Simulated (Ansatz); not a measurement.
# C2H4SSi: basis-set convergence

An exercise on one series of results from a longer session: the logs are not shown, and one member is left open.

Computed with Ansatz 0.2.0, Gaussian basis. Level: one geometry, several basis sets.

Plan: PBE0-D4/def2-SVP; ωB97M-V/def2-SVP; PBE0-D4/def2-QZVPP; ωB97M-V/def2-QZVPP; the functionals' def2-TZVPP values are taken from earlier runs.

1 further run of the same task is left out (it didn't finish).

## The geometry

The geometry comes from an earlier relaxation with PBE0-D4 in a triple-zeta def2 set; it is a stationary point, not always the lowest conformer.

SMILES `SC1=C[SiH2]1`, 8 atoms, charge 0, spin multiplicity 1.

Atoms are counted from 1 here; the program's logs count them from 0.

Bond lengths: S1–C2 1.718 Å, S1–H5 1.342 Å, C2–C3 1.338 Å, C2–Si4 1.814 Å, C3–Si4 1.798 Å, C3–H6 1.082 Å, Si4–H7 1.483 Å, Si4–H8 1.483 Å. Angles: C2–S1–H5 97.3°, S1–C2–C3 135.7°, S1–C2–Si4 156.7°, C3–C2–Si4 67.6°, C2–C3–Si4 68.9°, C2–C3–H6 136.2°, Si4–C3–H6 154.9°, C2–Si4–C3 43.5°, C2–Si4–H7 120.9°, C2–Si4–H8 120.9°, C3–Si4–H7 122.3°, C3–Si4–H8 122.3°, H7–Si4–H8 111.2°.

Set-up of the first run:

Contents of in.yaml:

```yaml
crystal:
  periodic: [false, false, false]
  atoms:
    - {symbol: S, position_ang: [-0.593928, 2.188850, 0.194592]}
    - {symbol: C, position_ang: [-0.070389, 0.552608, 0.194424]}
    - {symbol: C, position_ang: [0.593060, -0.239631, 1.044100]}
    - {symbol: Si, position_ang: [0.152587, -1.126022, -0.456542]}
    - {symbol: H, position_ang: [-1.174903, 2.181279, -1.014924]}
    - {symbol: H, position_ang: [1.033523, -0.135076, 2.026336]}
    - {symbol: H, position_ang: [1.135259, -1.400644, -1.532947]}
    - {symbol: H, position_ang: [-0.983108, -2.078366, -0.510839]}
basis:
  gaussian: {orbitals: def2-SVP}
hamiltonian: {xc: pbe0, dispersion: d4}
output: {orbitals: {seedname: orbitals}}
```

Steps of the session up to this table: PBE0-D4 in def2-SVP; ωB97M-V in def2-SVP; PBE0-D4 in def2-QZVPP; ωB97M-V in def2-QZVPP.

One table of the session follows, with a row left open; its other results are not shown here.

It belongs to the step «Functionals by basis». 

| functional | basis | HOMO (eV) | LUMO (eV) |
| --- | --- | --- | --- |
| PBE0-D4 | def2-SVP | -6.81 | 0.03 |
| PBE0-D4 | def2-TZVPP | -6.89 | -0.38 |
| PBE0-D4 | def2-QZVPP | -6.92 | -0.49 |
| ωB97M-V | def2-SVP | -8.84 | 2.01 |
| ωB97M-V | def2-TZVPP | -8.95 | 1.39 |
| ωB97M-V | def2-QZVPP | ? | ? |

Q: Estimate the row for ωB97M-V, def2-QZVPP from the others.

The run gave: HOMO (eV): -8.98; LUMO (eV): 1.07. In the column «HOMO (eV)» it is the lowest.
